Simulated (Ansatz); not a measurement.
# CH5NSe: a ladder of functionals and wavefunction methods

How much do the methods differ for CH5NSe? The plan is to run it at one geometry with functionals of several rungs and with coupled cluster. The yardstick is the atomisation energy at the CCSD(T) limit.

Program: Ansatz 0.2.0, Gaussian basis. Level of theory: functionals in def2-TZVPP, the program's frozen cores in correlated methods. These are calculated values, not measurements.

Levels to be run: LDA (SPW92), PBE-D4, revPBE-D4, BLYP-D4, r2SCAN-D4, B97M-V, PBE0-D4, B3LYP-D4, r2SCANh-D4, r2SCAN0-D4, HSE06-D4, BHLYP-D4, CAM-B3LYP-D4, LC-ωPBE, ωB97X-V, ωB97M-V, B2PLYP, PBE-QIDH; CCSD(T)/def2-SVP; CCSD(T)/def2-TZVPP; MP2/def2-QZVPP; extrapolation to the limit; RPA on PBE.

## Step 1: The relaxed structure

The geometry comes from an earlier relaxation with PBE0-D4 in a triple-zeta def2 set; it is a stationary point, not always the lowest conformer.

SMILES `NC[SeH]`, 8 atoms, charge 0, spin multiplicity 1.

Atoms are counted from 1 here; the program's logs count them from 0.

Bond lengths: N1–C2 1.440 Å, N1–H4 1.014 Å, N1–H5 1.012 Å, C2–Se3 1.960 Å, C2–H6 1.095 Å, C2–H7 1.091 Å, Se3–H8 1.469 Å. Angles: C2–N1–H4 110.6°, C2–N1–H5 111.3°, H4–N1–H5 108.2°, N1–C2–Se3 112.2°, N1–C2–H6 116.4°, N1–C2–H7 109.2°, Se3–C2–H6 105.8°, Se3–C2–H7 104.7°, H6–C2–H7 107.8°, C2–Se3–H8 95.0°.

## Step 2: LDA

This LDA is Slater exchange with PW92 correlation.

The input, in.yaml:

```yaml
crystal:
  periodic: [false, false, false]
  atoms:
    - {symbol: N, position_ang: [-0.391713, 0.384877, -1.042284]}
    - {symbol: C, position_ang: [0.438951, 0.222675, 0.122658]}
    - {symbol: Se, position_ang: [0.707593, -1.663620, 0.582278]}
    - {symbol: H, position_ang: [-0.436317, 1.359890, -1.316423]}
    - {symbol: H, position_ang: [-1.334496, 0.061559, -0.868577]}
    - {symbol: H, position_ang: [0.089842, 0.707009, 1.041088]}
    - {symbol: H, position_ang: [1.439097, 0.600201, -0.094383]}
    - {symbol: H, position_ang: [-0.420754, -1.729690, 1.519843]}
basis:
  gaussian: {orbitals: def2-TZVPP}
hamiltonian: {xc: lda}
output: {orbitals: {seedname: orbitals}}
```

Started as:

```
ansatz run in.yaml --threads 2 --pin off --events-out ev --progress --plain --max-ram 4352MiB
```

Further steps of the session: PBE-D4 (GGA); revPBE-D4 (GGA); BLYP-D4 (GGA); r2SCAN-D4 (meta-GGA); B97M-V (meta-GGA); B3LYP-D4 (hybrid); r2SCANh-D4 (hybrid); r2SCAN0-D4 (hybrid); HSE06-D4 (hybrid); BHLYP-D4 (hybrid); CAM-B3LYP-D4 (range-separated); LC-ωPBE (range-separated); ωB97X-V (range-separated); ωB97M-V (range-separated); B2PLYP (double hybrid); PBE-QIDH (double hybrid); CCSD(T) in def2-SVP; CCSD(T) in def2-TZVPP; MP2 in def2-QZVPP; RPA on PBE orbitals.

**Question.** What will the summary of the whole plan be? Wanted: atomisation energy, CCSD(T)/CBS; farthest beyond LDA; mean size of error, GGA; mean size of error, meta-GGA; mean size of error, hybrid; mean size of error, range-separated; mean size of error, double hybrid; gap, smallest and largest; T1 diagnostic.

As calculated:

| quantity | value |
| --- | --- |
| atomisation energy, CCSD(T)/CBS | 2609.0 kJ/mol |
| functionals within 26.1 kJ/mol (1.0 %) | revPBE-D4, BLYP-D4, r2SCAN-D4, B97M-V, PBE0-D4, B3LYP-D4, HSE06-D4, CAM-B3LYP-D4, ωB97X-V, ωB97M-V |
| farthest beyond LDA | BHLYP-D4 (-89.0 kJ/mol) |
| mean size of error, GGA | 23.8 kJ/mol |
| mean size of error, meta-GGA | 14.0 kJ/mol |
| mean size of error, hybrid | 30.7 kJ/mol |
| mean size of error, range-separated | 11.4 kJ/mol |
| mean size of error, double hybrid | 37.0 kJ/mol |
| gap, smallest and largest | 4.52 eV (BLYP-D4), 11.58 eV (LC-ωPBE) |
| T1 diagnostic | 0.0089 |
| triples share of the correlation energy | 3.7 % |

In words: The LDA atomisation energy is off by 405.4 kJ/mol (16 %): it overbinds. PBE-D4 is off by +54.4 kJ/mol. Double hybrids carry the basis error of their MP2 part in triple zeta, and no dispersion term here, so their miss is partly the set-up's. The rungs range-separated, meta-GGA, GGA miss on average by less than the doubt on the reference (26.1 kJ/mol), so they tie. The reference freezes the cores and leaves out relativity and excitations past (T), and its outer-core shells are covered unevenly, so misses under about 26.1 kJ/mol can't be ranked. All levels share the lack of spin-orbit coupling, which lowers the free heavy atoms and so the true binding. Hartree-Fock recovers 68 % of the binding; the rest is correlation. CCSD(T) in def2-SVP is off by -186.4 kJ/mol, which most functionals beat. The gap grows from 4.5 to 11.6 eV across the functionals, mostly with the share of exact exchange. Correlated methods include outer-core shells of Se, which these sets cover unevenly.
